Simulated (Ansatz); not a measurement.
# RuS2: the cost of one run

Method: DFT LDA+U (U_eff = 1 eV on Ru d), plane waves, PAW, in Ansatz 0.2.0.

## (1) The starting structure

The structure is trigonal, space group R-3m (No. 166). The conventional cell has a = 3.629 Å, b = 3.629 Å, c = 16.458 Å, α = 90.00°, β = 90.00°, γ = 120.00°. Around Ru (site symmetry -3m) lie 6 S at 2.49 Å. Around S (site symmetry 3m) lie 3 Ru at 2.49 Å.

Coordinates:

```xyz
3
Lattice="1.8146 1.0476 5.4861 -1.8146 1.0476 5.4861 0.0000 -2.0953 5.4861" Properties=species:S:1:pos:R:3 pbc="T T T"
Ru    0.0000    0.0000    0.0000
S     0.0000    0.0000    4.1475
S     0.0000    0.0000   12.3107
```

Magnetic order typed: ferromagnetic.

An earlier series on this cell reached its lowest free state from «random orbitals: fully mixed, first filling», perhaps among other starts.

## (2) Random orbitals: single harmonics, second filling

Contents of input.yaml:

```yaml
crystal:
  lattice:
    - [1.8145504, 1.04763116, 5.48606926]
    - [-1.8145504, 1.04763116, 5.48606926]
    - [0.0, -2.09526232, 5.48606926]
  atoms:
    - { symbol: Ru, position: [0.0, 0.0, 0.0], spin: 2.0 }
    - { symbol: S, position: [0.252, 0.252, 0.252] }
    - { symbol: S, position: [0.748, 0.748, 0.748] }
basis:
  ecutwfc: 420
  ecutrho_ratio: 4
kpoints:
  mp_grid: { grid: [6, 6, 6] }
hamiltonian:
  xc: lda
  hubbard:
    sites:
      - { site: 0, l: d, u_eff: 1.0, starting_ns: [{ spin: up, occupation_matrix: s0up }, { spin: down, occupation_matrix: s0down }] }
    occupation_matrices:
      s0up:
        matrix:
          - [0.97, 0.0, 0.0, 0.0, 0.0]
          - [0.0, 0.02, 0.0, 0.0, 0.0]
          - [0.0, 0.0, 0.02, 0.0, 0.0]
          - [0.0, 0.0, 0.0, 0.97, 0.0]
          - [0.0, 0.0, 0.0, 0.0, 0.97]
      s0down:
        matrix:
          - [0.02, 0.0, 0.0, 0.0, 0.0]
          - [0.0, 0.02, 0.0, 0.0, 0.0]
          - [0.0, 0.0, 0.97, 0.0, 0.0]
          - [0.0, 0.0, 0.0, 0.02, 0.0]
          - [0.0, 0.0, 0.0, 0.0, 0.02]
    ns_hold: { iters: 12 }
scf:
  occupations: { method: gaussian, width: 0.05 }
  lower_state_search: "off"
  max_iter: 150
output:
  forces: true
  stress: true
  eigenvalues: true
  populations: true
  hubbard: { sites: [{ site: 0, l: d }] }
magnetization:
  spin_polarized: true
```

The typed matrices put 0.97 on the chosen orbitals and 0.02 on the others, and are held for 12 cycles.

Launch:

```sh
$ ansatz run input.yaml --threads 2 --pin off --max-ram 3072MiB --backend cpu --events-out ev --progress --plain --runs-dir out
```

**Question.** How long does this run take on 2 threads of Arm Neoverse V2, shared host, and how much memory does it need?

About 15 s, with a peak of 0.45 GiB.
